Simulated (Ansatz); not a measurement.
# CH6BO2: the cost of one run

Method: UKS B3LYP-D4/STO-3G, in Ansatz 0.2.0.

**1. Starting point**

Bond lengths: B1–O2 1.357 Å, O2–C3 1.539 Å, C3–O4 1.333 Å, B1–H5 1.166 Å, B1–H6 1.166 Å, O2–H7 0.977 Å, C3–H8 1.094 Å, C3–H9 1.096 Å, O4–H10 0.970 Å. Angles: B1–O2–C3 129.4°, B1–O2–H7 122.0°, C3–O2–H7 108.6°, O2–B1–H5 117.9°, O2–B1–H6 118.0°, H5–B1–H6 124.1°, O2–C3–O4 108.0°, O2–C3–H8 104.4°, O2–C3–H9 104.5°, O4–C3–H8 117.3°, O4–C3–H9 109.8°, H8–C3–H9 111.8°, C3–O4–H10 115.2°.

Coordinates:

```xyz
10

B    -1.4809    0.6139   -0.4176
O    -0.1546    0.5936   -0.1331
C     0.6723   -0.4832    0.5912
O     1.8406   -0.6013   -0.0407
H    -1.9053    1.5458   -0.9753
H    -2.1231   -0.3038   -0.0948
H     0.4398    1.3292   -0.3792
H     0.0197   -1.3613    0.6086
H     0.8330   -0.0763    1.5964
H     1.8586   -1.2565   -0.7556
```

**2. End point A**

Contents of input.yaml:

```yaml
crystal:
  periodic: [false, false, false]
  atoms:
    - { symbol: B, position_ang: [-1.4809, 0.61392, -0.41756] }
    - { symbol: O, position_ang: [-0.15459, 0.59362, -0.13306] }
    - { symbol: C, position_ang: [0.67227, -0.48323, 0.59118] }
    - { symbol: O, position_ang: [1.84059, -0.60134, -0.04068] }
    - { symbol: H, position_ang: [-1.90533, 1.54578, -0.97526] }
    - { symbol: H, position_ang: [-2.12305, -0.3038, -0.09478] }
    - { symbol: H, position_ang: [0.43976, 1.32918, -0.37923] }
    - { symbol: H, position_ang: [0.01968, -1.36134, 0.60855] }
    - { symbol: H, position_ang: [0.83298, -0.07628, 1.59639] }
    - { symbol: H, position_ang: [1.85859, -1.2565, -0.75555] }
total_charge: 1
magnetization:
  spin_polarized: true
basis:
  gaussian: { orbitals: STO-3G }
hamiltonian:
  xc: b3lyp
  dispersion: d4
relax:
  f_tol: 0.02
  max_steps: 50
```

Command:

```sh
$ ansatz run input.yaml --threads 1 --pin off --max-ram 2048MiB --backend cpu --events-out ev --progress --plain --runs-dir out
```

Q: Estimate wall time and peak memory on 1 thread of Intel Xeon Platinum 8488C (Sapphire Rapids), shared host.

About 11 s, with a peak of 0.16 GiB.
